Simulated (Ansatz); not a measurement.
# GeNO (quartet): the correlation ladder, cc-pVTZ

An exercise on one series of results from a longer session: the logs are not shown, and one member is left open.

Computed with Ansatz 0.2.0, Gaussian basis. Level: cc-pVTZ, core rule «outside noble gas», up to 16 orbitals frozen.

Plan: UHF; CCSD(T) on ROHF; CCSD(T) on UHF; BCCD(T) on ROHF; CCSDT(Q) on ROHF; CCSDT(Q) on UHF; CASSCF and NEVPT2, 15 electrons in 12 orbitals.

4 further runs of the same task are left out: 1 for a known fault of the program, 3 set aside as unsound or not needed.

## What is computed

The geometry is a PBE0/def2-TZVP stationary point (not a proven minimum). No spin-orbit coupling is included. The filled d shell of Ge may be among the frozen orbitals whatever the setting's name suggests; the logs give the count.

3 atoms, charge 0, spin multiplicity 4.

Atoms are counted from 1 here; the program's logs count them from 0.

Bond lengths: Ge1–N2 1.964 Å, N2–O3 1.186 Å. Angles: Ge1–N2–O3 125.5°.

The first run:

The input, in.yaml:

```yaml
crystal:
  periodic: [false, false, false]
  atoms:
    - {symbol: Ge, position_ang: [0.000000, -0.030940, 0.697355]}
    - {symbol: N, position_ang: [0.000000, 0.477061, -1.200315]}
    - {symbol: O, position_ang: [0.000000, -0.277170, -2.115293]}
basis:
  gaussian: {orbitals: cc-pVTZ}
magnetization: {spin_polarized: true, initial_magnetization: 3}
hamiltonian: {xc: hf}
output: {orbitals: {seedname: orbitals}}
```

Started as:

```sh
ansatz run in.yaml --threads 1 --pin off --events-out ev --progress --plain --max-ram 4096MiB --backend cpu
```

Among the steps run: UHF; CCSD(T) on ROHF; CCSD(T) on UHF; BCCD(T) on ROHF; CCSDT(Q) on ROHF; CCSDT(Q) on UHF; CASSCF and NEVPT2, 15 electrons in 12 orbitals.

One table of the session follows, with a row left open; its other results are not shown here.

```
        method  from RCCSDT(Q) (kcal/mol)
          ROHF                    +331.91
           UHF                          ?
          RMP2                     +20.64
          UMP2                     +28.69
         RCCSD                     +17.73
         UCCSD                     +17.01
      RCCSD(T)                      +1.85
      UCCSD(T)                      +1.91
       BCCD(T)                      +1.84
        RCCSDT                      +1.41
        UCCSDT                      +1.16
     RCCSDT(Q)                          0
     UCCSDT(Q)                      -0.41
CASSCF valence                    +244.94
NEVPT2 valence                     +42.65
```

**Question.** Estimate the row for UHF.

As computed: from RCCSDT(Q) (kcal/mol): +320.74. In the column «from RCCSDT(Q) (kcal/mol)» it lies between CASSCF valence (+244.94) and ROHF (+331.91).

With the free atoms at the same levels and basis (separate runs), the atomisation energy is 7.068 eV at RCCSDT(Q), 7.022 eV at RCCSD(T), 7.002 eV at UCCSD(T), 2.389 eV at ROHF.

To keep in mind: Restricted and unrestricted rows rest on different reference determinants; where their highest levels disagree by more than a few hundredths of an eV, they describe different states and don't form one ladder.
